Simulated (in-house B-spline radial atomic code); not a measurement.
# Zr⁺: ionisation energy by several methods

One table from this session's results is given with a row withheld; the runs are named, their logs left out.

Method: scalar-relativistic (X2C), several functionals, spin-polarised, exact exchange averaged over the configuration; spherical all-electron atom at the radial basis limit. Code: in-house B-spline radial atomic code version 1.

**The atom as given**

```
element       : zirconium (Z = 40)
charge        : +1
electrons     : 39
configuration : [Kr] 4d2 5s1
nucleus       : Fermi, rms radius 4.269 fm
```

The outer shells:

[Kr] 4d2 5s1
```
[Kr] core
4d [↑ ][↑ ][  ][  ][  ]
5s [↑ ]
```

Where spins are not typed, each open shell is filled with up spins first.

The first run:

Input settings:

```ini
Z = 40
electrons = 39.0
configuration = [Kr] 4d2 5s1
hamiltonian = x2c
method = pbe0
spin_polarised = True
nucleus = fermi
rms_radius = 4.2694
mass_number = 90
atomic_mass = 89.904698755
speed_of_light = 137.035999084
exact_exchange = averaged over the configuration
```

Started as:

```bash
python run_scf.py task.json out
```

The settings of every run stand in task.json; they run in order.

Among the steps run: PBE0, a global hybrid; TPSSh, a global hybrid; B3LYP, a global hybrid; B97-1, a global hybrid; CAM-B3LYP, a range-separated hybrid; r2SCAN0, a global hybrid.

One of the session's tables, all rows but one given; the rest of the session is left out.

| method | ΔSCF (eV) |
| --- | --- |
| PBE0 | 13.231 |
| TPSSh | 13.129 |
| B3LYP | 13.362 |
| B97-1 | ? |
| r2SCAN0 | 13.210 |
| CAM-B3LYP | 13.187 |

**Question.** Estimate the row for B97-1.

As computed: ΔSCF (eV): 12.920. In the column «ΔSCF (eV)» it is the lowest.
